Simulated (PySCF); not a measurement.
**C₂H₅ClGe: fields and orbitals, part 1 of 3**

Aim: take C₂H₅ClGe and localise its valence orbitals, compute its lowest excited states and see where an electron leaves and enters.

Program: PySCF 2.14.0. Level of theory: levels as typed in each script, gas phase, geometry from GFN2-xTB. These are calculated values, not measurements.

## Step 1: Starting geometry

9 atoms, charge 0, spin multiplicity 1.

Bond lengths: Cl1–C2 1.722 Å, C2–C3 1.322 Å, C2–H5 1.080 Å, C3–Ge4 1.946 Å, C3–H6 1.081 Å, Ge4–H7 1.492 Å, Ge4–H8 1.491 Å, Ge4–H9 1.493 Å. Angles: Cl1–C2–C3 123.5°, Cl1–C2–H5 113.0°, C3–C2–H5 123.5°, C2–C3–Ge4 122.0°, C2–C3–H6 119.4°, Ge4–C3–H6 118.6°, C3–Ge4–H7 111.1°, C3–Ge4–H8 109.4°, C3–Ge4–H9 111.1°, H7–Ge4–H8 108.8°, H7–Ge4–H9 107.7°, H8–Ge4–H9 108.7°.

Coordinates:

```
Cl   -2.87725   -0.02817    0.00002
C    -1.20693    0.39124   -0.00015
C    -0.23085   -0.49976    0.00001
Ge    1.64400    0.02324    0.00007
H    -1.04046    1.45823    0.00039
H    -0.47470   -1.55277   -0.00054
H     1.97491    0.83622    1.20598
H     2.49876   -1.19864   -0.00426
H     1.97351    0.84322   -1.20328
```

## Step 2: Localised orbitals (wB97X/6-311g**)

input.py

```python
import numpy as np
from pyscf import gto, scf, dft, lo
from pyscf.data.elements import chemcore

def solve(mol, dm0=None, hcore=None):
    mf = (dft.UKS if mol.spin else dft.RKS)(mol, xc='wb97x')
    mf.grids.level = 3
    mf = mf.density_fit(auxbasis='def2-universal-jkfit')
    mf.conv_tol, mf.max_cycle = 1e-8, 80
    if hcore is not None:
        mf.get_hcore = lambda *args: hcore
    mf.kernel(dm0)
    if not mf.converged:
        mf = mf.newton().run(mf.mo_coeff, mf.mo_occ, max_cycle=30)
    assert mf.converged, 'SCF not converged'
    return mf

mol = gto.M(atom='''
Cl    -2.87725    -0.02817     0.00002
C     -1.20693     0.39124    -0.00015
C     -0.23085    -0.49976     0.00001
Ge     1.64400     0.02324     0.00007
H     -1.04046     1.45823     0.00039
H     -0.47470    -1.55277    -0.00054
H      1.97491     0.83622     1.20598
H      2.49876    -1.19864    -0.00426
H      1.97351     0.84322    -1.20328
''', basis='6-311g**', charge=0, spin=0, verbose=4)
mf = solve(mol)
occ_all = mf.mo_coeff[:, mf.mo_occ > 0]
occ = occ_all[:, chemcore(mol):]
pm = lo.PM(mol, occ, pop_method='meta_lowdin')
loc = pm.kernel()
for _ in range(5):
    new, stable = pm.stability_jacobi(return_status=True)
    if stable:
        break
    loc = pm.kernel(new)
fock, s = mf.get_fock(), mf.get_ovlp()
ortho = lo.orth_ao(mol, 'meta_lowdin')
labels = mol.ao_labels(fmt=None)
vir = loc[:, :0]
both = np.hstack([loc, vir])
p = (ortho.T @ s @ both) ** 2
pop = np.array([p[[l[0] == a for l in labels]].sum(0) for a in range(mol.natm)])
spd = np.array([[p[[l[0] == a and l[2][-1] == k for l in labels]].sum(0) for k in 'spd'] for a in range(mol.natm)])
eps = np.einsum('pi,pq,qi->i', both, fock, both)
for i in np.argsort(eps):
    top = np.argsort(-pop[:, i])[:3]
    print('%3d %s %9.4f Eh ' % (i + 1, 'occ' if i < loc.shape[1] else 'vir', eps[i]), '  '.join('%s%d %.3f' % (mol.atom_symbol(a), a + 1, pop[a, i]) for a in top))
np.savez('result.npz', c=both, nocc=loc.shape[1], pop=pop, spd=spd, eps=eps, e=mf.e_tot)
```

Run with:

```bash
$ OMP_NUM_THREADS=1 python input.py
```

Log:

```text
[ENV] PYSCF_TMPDIR <dir>
[ENV] PYSCF_MAX_MEMORY 1375
[INPUT] verbose = 4
[INPUT] num. atoms = 9
[INPUT] num. electrons = 66
[INPUT] charge = 0
[INPUT] spin (= nelec alpha-beta = 2S) = 0
[INPUT] symmetry False subgroup None
[INPUT] Mole.unit = angstrom
[INPUT] Symbol           X                Y                Z      unit          X                Y                Z       unit  Magmom
[INPUT]  1 Cl    -2.877250000000  -0.028170000000   0.000020000000 AA   -5.437214491905  -0.053233584929   0.000037794522 Bohr   0.0
[INPUT]  2 C     -1.206930000000   0.391240000000  -0.000150000000 AA   -2.280767151521   0.739336448975  -0.000283458919 Bohr   0.0
[INPUT]  3 C     -0.230850000000  -0.499760000000   0.000010000000 AA   -0.436243275856  -0.944409528013   0.000018897261 Bohr   0.0
[INPUT]  4 Ge     1.644000000000   0.023240000000   0.000070000000 AA    3.106709748785   0.043917235135   0.000132280829 Bohr   0.0
[INPUT]  5 H     -1.040460000000   1.458230000000   0.000390000000 AA   -1.966184443565   2.755655326625   0.000736993189 Bohr   0.0
[INPUT]  6 H     -0.474700000000  -1.552770000000  -0.000540000000 AA   -0.897052991331  -2.934310034441  -0.001020452107 Bohr   0.0
[INPUT]  7 H      1.974910000000   0.836220000000   1.205980000000 AA    3.732039020665   1.580226779884   2.278971911703 Bohr   0.0
[INPUT]  8 H      2.498760000000  -1.198640000000  -0.004260000000 AA    4.721972051018  -2.265101321949  -0.008050233291 Bohr   0.0
[INPUT]  9 H      1.973510000000   0.843220000000  -1.203280000000 AA    3.729393404090   1.593454862756  -2.273869651167 Bohr   0.0

nuclear repulsion = 291.86124626163
number of shells = 66
number of NR pGTOs = 234
number of NR cGTOs = 136
basis = 6-311g**
ecp = {}

******** <class 'pyscf.df.df_jk.DFRKS'> ********
method = DFRKS
initial guess = minao
damping factor = 0
level_shift factor = 0
DIIS = <class 'pyscf.scf.diis.CDIIS'>
diis_start_cycle = 1
diis_space = 8
diis_damp = 0
SCF conv_tol = 1e-08
SCF conv_tol_grad = None
SCF max_cycles = 80
direct_scf = False
XC library pyscf.dft.libxc version 7.0.0
    S. Lehtola, C. Steigemann, M. J.T. Oliveira, and M. A.L. Marques.,  SoftwareX 7, 1–5 (2018)
XC functionals = wb97x
    J.-D. Chai and M. Head-Gordon.,  J. Chem. Phys. 128, 084106 (2008)
radial grids:
    Treutler-Ahlrichs [JCP 102, 346 (1995); DOI:10.1063/1.469408] (M4) radial grids

becke partition: Becke, JCP 88, 2547 (1988); DOI:10.1063/1.454033
pruning grids: <function nwchem_prune at 0x7b5528b75f80>
grids dens level: 3
symmetrized grids: False
atomic radii adjust function: <function treutler_atomic_radii_adjust at 0x7b5528b76480>
small_rho_cutoff = 0
Set gradient conv threshold to 0.0001
Initial guess from minao.
tot grids = 116800
******** <class 'pyscf.df.df.DF'> ********
auxbasis = def2-universal-jkfit
******** <class 'pyscf.df.df.DF'> ********
auxbasis = auxmol.basis = def2-universal-jkfit
init E= -2614.79809138968
  HOMO = -0.283399170622231  LUMO = -0.0213877302265535  gap/eV = 7.12969
cycle= 1 E= -2616.31969869826  delta_E= -1.52  |g|=  1.6  |ddm|= 2.41
  HOMO = -0.364645323353109  LUMO = 0.0288320874040762  gap/eV = 10.70707
cycle= 2 E= -2616.33007221588  delta_E= -0.0104  |g|= 0.992  |ddm|= 0.764
  HOMO = -0.362372449179979  LUMO = 0.0557376702196315  gap/eV = 11.37736
cycle= 3 E= -2616.38828195529  delta_E= -0.0582  |g|= 0.326  |ddm|= 0.46
  HOMO = -0.36423930971255  LUMO = 0.0548559237236653  gap/eV = 11.40416
cycle= 4 E= -2616.39523473961  delta_E= -0.00695  |g|= 0.0144  |ddm|= 0.0979
  HOMO = -0.364632170203113  LUMO = 0.0532871148361126  gap/eV = 11.37216
cycle= 5 E= -2616.39529819945  delta_E= -6.35e-05  |g|= 0.00685  |ddm|= 0.0233
  HOMO = -0.363976517189654  LUMO = 0.0544594421287176  gap/eV = 11.38622
cycle= 6 E= -2616.39531444739  delta_E= -1.62e-05  |g|= 0.0016  |ddm|= 0.0135
  HOMO = -0.364238424026354  LUMO = 0.054320454013491  gap/eV = 11.38957
cycle= 7 E= -2616.39531568108  delta_E= -1.23e-06  |g|= 0.00058  |ddm|= 0.00328
  HOMO = -0.364171397475595  LUMO = 0.054382694935051  gap/eV = 11.38944
cycle= 8 E= -2616.39531583525  delta_E= -1.54e-07  |g|= 0.000212  |ddm|= 0.00119
  HOMO = -0.36416603080708  LUMO = 0.0543885558595779  gap/eV = 11.38945
cycle= 9 E= -2616.39531585832  delta_E= -2.31e-08  |g|= 0.000105  |ddm|= 0.000361
  HOMO = -0.364176375157893  LUMO = 0.0543810247237747  gap/eV = 11.38953
cycle= 10 E= -2616.39531586245  delta_E= -4.13e-09  |g|= 1.91e-05  |ddm|= 0.000178
  HOMO = -0.36417196196494  LUMO = 0.0543855541649722  gap/eV = 11.38953
Extra cycle  E= -2616.39531586261  delta_E= -1.55e-10  |g|= 1.35e-05  |ddm|= 4.09e-05
converged SCF energy = -2616.39531586261

******** <class 'pyscf.lo.pipek.PipekMezey'> ********
conv_tol = 1e-06
conv_tol_grad = None
max_cycle = 100
max_stepsize = 0.05
max_iters = 20
kf_interval = 5
kf_trust_region = 5
ah_start_tol = 1000000000.0
ah_start_cycle = 1
ah_level_shift = 0
ah_conv_tol = 1e-12
ah_lindep = 1e-14
ah_max_cycle = 40
ah_trust_region = 3
init_guess = atomic
algorithm = ciah
pop_method = meta_lowdin
exponent = 2
Set conv_tol_grad to 0.000316228
Init f(x)= 11.162968452918  |g|= 1.1301
macro= 1  f(x)= 11.907696647658  delta_f= 0.744728  |g|= 1.12712  4 KF 20 Hx
macro= 2  f(x)= 12.300226216626  delta_f= 0.39253  |g|= 0.593792  4 KF 21 Hx
macro= 3  f(x)= 12.389023436754  delta_f= 0.0887972  |g|= 0.0824924  4 KF 24 Hx
macro= 4  f(x)= 12.390279457755  delta_f= 0.00125602  |g|= 0.00560352  4 KF 20 Hx
macro= 5  f(x)= 12.390280968482  delta_f= 1.51073e-06  |g|= 0.00269309  1 KF 3 Hx
macro= 6  f(x)= 12.390280968482  delta_f= 1.47438e-13  |g|= 5.44361e-05  1 KF 1 Hx
macro X = 6  f(x)= 12.390280968482  |g|= 5.44361e-05  12 intor 18 KF 89 Hx
PipekMezey is stable in the Jacobi stability analysis
  1 occ   -1.3184 Eh  Ge4 1.000  H8 0.000  C3 0.000
  2 occ   -1.3182 Eh  Ge4 1.000  H9 0.000  H7 0.000
  3 occ   -1.3179 Eh  Ge4 1.000  C3 0.000  H8 0.000
  4 occ   -1.3178 Eh  Ge4 1.000  H7 0.000  H9 0.000
  5 occ   -1.3175 Eh  Ge4 1.000  C3 0.000  H7 0.000
 10 occ   -0.8193 Eh  Cl1 0.998  C2 0.001  C3 0.001
  7 occ   -0.7861 Eh  C2 0.509  C3 0.488  Ge4 0.001
  6 occ   -0.7485 Eh  Cl1 0.565  C2 0.429  Ge4 0.002
  8 occ   -0.6600 Eh  C2 0.567  H5 0.427  H6 0.002
  9 occ   -0.6278 Eh  C3 0.560  H6 0.428  C2 0.004
 11 occ   -0.5647 Eh  C3 0.597  Ge4 0.384  C2 0.010
 14 occ   -0.5210 Eh  H8 0.528  Ge4 0.468  C3 0.001
 13 occ   -0.5202 Eh  H7 0.528  Ge4 0.468  C3 0.001
 16 occ   -0.5198 Eh  H9 0.528  Ge4 0.468  C3 0.001
 12 occ   -0.4411 Eh  Cl1 0.965  C2 0.018  C3 0.016
 15 occ   -0.4396 Eh  Cl1 0.988  C2 0.005  H5 0.003
 17 occ   -0.4160 Eh  C2 0.497  C3 0.489  Ge4 0.008
```

Run time: 13 s. Hardware: 1 thread of Intel Xeon Platinum 8488C (Sapphire Rapids), shared host; peak memory 0.58 GiB.

## Step 3: Analysis of result.npz

Pipek–Mezey orbitals, occupied:

- d orbital on Ge4 (Ge4 100 %; −35.9 eV)
- d orbital on Ge4 (Ge4 100 %; −35.9 eV)
- d orbital on Ge4 (Ge4 100 %; −35.9 eV)
- d orbital on Ge4 (Ge4 100 %; −35.9 eV)
- d orbital on Ge4 (Ge4 100 %; −35.9 eV)
- lone pair on Cl1 (s-type) (Cl1 100 %; −22.3 eV)
- σ bond C2–C3 (C2 51 %, C3 49 %; −21.4 eV)
- σ bond Cl1–C2 (Cl1 56 %, C2 43 %; −20.4 eV)
- σ bond C2–H5 (C2 57 %, H5 43 %; −18.0 eV)
- σ bond C3–H6 (C3 56 %, H6 43 %; −17.1 eV)
- σ bond C3–Ge4 (C3 60 %, Ge4 38 %; −15.4 eV)
- σ bond H8–Ge4 (H8 53 %, Ge4 47 %; −14.2 eV)
- σ bond H7–Ge4 (H7 53 %, Ge4 47 %; −14.2 eV)
- σ bond H9–Ge4 (H9 53 %, Ge4 47 %; −14.1 eV)
- lone pair on Cl1 (p-type) (Cl1 96 %; −12.0 eV)
- lone pair on Cl1 (p-type) (Cl1 99 %; −12.0 eV)
- π bond C2–C3 (C2 50 %, C3 49 %; −11.3 eV)

(Continued in part 2 of 3.)
